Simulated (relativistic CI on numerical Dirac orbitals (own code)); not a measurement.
**As⁺: one ion under different settings**

Aim: see what numerical and physical settings do to the SCF, the total energy and the lowest levels of As⁺.

Program: relativistic CI on numerical Dirac orbitals (own code) version 3. Level of theory: Dirac-Coulomb-Breit CI, KLI orbitals optimised for each configuration, model QED (radiative potential, 1s self-energy scaled to tabulated hydrogen-like ionisation energies), numerical settings as typed. These are calculated values, not measurements, unless marked.

## 1. What is computed

```
ion            : As⁺ (As II)
nuclear charge : 33
electrons      : 32
isotope        : A = 75
```

## 2. The usual input

The run's settings:

```ini
atom As  Z=33  charge=1  electrons=32
nucleus A=75  rms_radius_fm=4.0968
hamiltonian dirac-coulomb  breit=on  qed=on  c_scale=1
orbitals kli  potential=per-configuration
slater_scale 1
correlation none
mixing on
grid step=0.0125 r_max=100.6
scf mixing=0.4 start=green max_iterations=150 tolerance=2e-08 node_fill=0.05
configurations
  [Ar] 3d10 4s2 4p2
  [Ar] 3d10 4s 4p3
  [Ar] 3d10 4s2 4p 4d
  [Ar] 3d10 4s2 4p 4f
  [Ar] 3d10 4s2 4p 5s
end
```

Started as:

```
$ python run_levels.py task.json out
```

task.json lists these runs, among others, and the program works through them in turn.

## 3. Node fill 0.01, nuclear radius 3.6871, Slater scale 1.2

The run's settings:

```ini
atom As  Z=33  charge=1  electrons=32
nucleus A=75  rms_radius_fm=3.6871
hamiltonian dirac-coulomb  breit=on  qed=on  c_scale=1
orbitals kli  potential=per-configuration
slater_scale 1.2
correlation none
mixing on
grid step=0.0125 r_max=100.6
scf mixing=0.4 start=green max_iterations=150 tolerance=2e-08 node_fill=0.01
configurations
  [Ar] 3d10 4s2 4p2
  [Ar] 3d10 4s 4p3
  [Ar] 3d10 4s2 4p 4d
  [Ar] 3d10 4s2 4p 4f
  [Ar] 3d10 4s2 4p 5s
end
```

## 4. Speed-of-light factor 1.25

The run's settings:

```ini
atom As  Z=33  charge=1  electrons=32
nucleus A=75  rms_radius_fm=4.0968
hamiltonian dirac-coulomb  breit=on  qed=on  c_scale=1.25
orbitals kli  potential=per-configuration
slater_scale 1
correlation none
mixing on
grid step=0.0125 r_max=100.6
scf mixing=0.4 start=green max_iterations=150 tolerance=2e-08 node_fill=0.05
configurations
  [Ar] 3d10 4s2 4p2
  [Ar] 3d10 4s 4p3
  [Ar] 3d10 4s2 4p 4d
  [Ar] 3d10 4s2 4p 4f
  [Ar] 3d10 4s2 4p 5s
end
```

## 5. QED terms off

Changes to the settings of step 4:

```diff
@@ -2,3 +2,3 @@
 nucleus A=75  rms_radius_fm=4.0968
-hamiltonian dirac-coulomb  breit=on  qed=on  c_scale=1.25
+hamiltonian dirac-coulomb  breit=on  qed=off  c_scale=1
 orbitals kli  potential=per-configuration
```

## 6. Speed-of-light factor 10

Changes to the settings of step 5:

```diff
@@ -2,3 +2,3 @@
 nucleus A=75  rms_radius_fm=4.0968
-hamiltonian dirac-coulomb  breit=on  qed=off  c_scale=1
+hamiltonian dirac-coulomb  breit=on  qed=on  c_scale=10
 orbitals kli  potential=per-configuration
```

## 7. Node fill 5

The run's settings:

```ini
atom As  Z=33  charge=1  electrons=32
nucleus A=75  rms_radius_fm=4.0968
hamiltonian dirac-coulomb  breit=on  qed=on  c_scale=1
orbitals kli  potential=per-configuration
slater_scale 1
correlation none
mixing on
grid step=0.0125 r_max=100.6
scf mixing=0.4 start=green max_iterations=84 tolerance=2e-08 node_fill=5
configurations
  [Ar] 3d10 4s2 4p2
  [Ar] 3d10 4s 4p3
  [Ar] 3d10 4s2 4p 4d
  [Ar] 3d10 4s2 4p 4f
  [Ar] 3d10 4s2 4p 5s
end
```

(Steps that only read results are left out.)

What does the calculation give? Wanted: lowest level, usual settings; total energy; first excitation.

The runs gave:

| setting | total energy less usual (Ha) | largest shift of a level among the lowest eight of both runs, same label and place (cm⁻¹) | SCF iterations | time | lowest level | kind of change |
| --- | --- | --- | --- | --- | --- | --- |
| usual | 0 | 0 | 58 | 0.3 s | 4p2 3P0 | - |
| node fill 0.01, nuclear radius 3.6871, Slater scale 1.2 | -0.00701 | 8410 | 58 | 0.3 s | 4p2 3P0 | unphysical constant |
| speed-of-light factor 1.25 | 8.83 | 2070 | 58 | 0.3 s | 4p2 3P0 | unphysical constant |
| QED terms off | -0.709 | 102 | 58 | 0.27 s | 4p2 3P0 | model term |
| speed-of-light factor 10 | 23.8 | 5490 | 58 | 0.3 s | 4p2 3P0 | unphysical constant |
| node fill 5 | 0.333 | 3920 | 61 | 0.31 s | 4p2 3P0 | unsound |

| quantity | value |
| --- | --- |
| lowest level, usual settings | 4p2 3P0 |
| total energy | -2257.3868 Ha |
| first excitation | 1001.0 cm⁻¹ |

Among the runs whose levels can be followed, they move most under «node fill 0.01, nuclear radius 3.6871, Slater scale 1.2» (unphysical constant), by up to 8410 cm⁻¹. Only the listed configurations are in the model. In a near-neutral ion this small CI can misplace whole configurations by 10,000 cm⁻¹ or more.
